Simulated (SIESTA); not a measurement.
TiSn3:

```
Sn Ti
1.0
     6.28609    0.00000    0.00000
    -3.14305    5.44391    0.00000
     0.00000    0.00000    5.49263
Sn Ti
6 2
Direct
  0.17086 0.34173 0.25000
  0.17086 0.82914 0.25000
  0.65827 0.82914 0.25000
  0.82914 0.65827 0.75000
  0.82914 0.17086 0.75000
  0.34173 0.17086 0.75000
  0.33333 0.66667 0.75000
  0.66667 0.33333 0.25000
```

The cell comes from a database or a generator and needn't be the stable form of this composition.

Base run:

| Property | Result |
| --- | --- |
| Program | SIESTA 5.4.2 |
| Functional | PBEsol |
| Potentials or basis | PseudoDojo 0.4 standard (PBEsol files) |
| Basis | DZP (energy shift 0.003 Ry; two zetas on semicore shells) |
| Grid cutoff | 800 Ry |
| Energy shift | 0.003 Ry |
| k mesh | 5 × 5 × 5 |
| Occupations | fermi-dirac, width 0.05 eV |
| Spin | no spin polarisation |

Its results: band gap on the k mesh none (metal or under the smearing width); pressure -2.7 GPa; largest force 0.066 eV/Å.

Task: The run is repeated on the same cell with these changes: functional from PBEsol to PBE; potentials or basis from PseudoDojo 0.4 standard (PBEsol files) to PseudoDojo 0.4 standard (PBE files). What comes out?

Result: Band gap on the k mesh none (metal or under the smearing width); pressure 0.5 GPa; largest force 0.048 eV/Å.

Caveats: the basis of atomic orbitals isn't converged, which shifts pressures, moduli and gaps; spin-orbit coupling is left out, which moves the levels of the heavy elements (some runs).
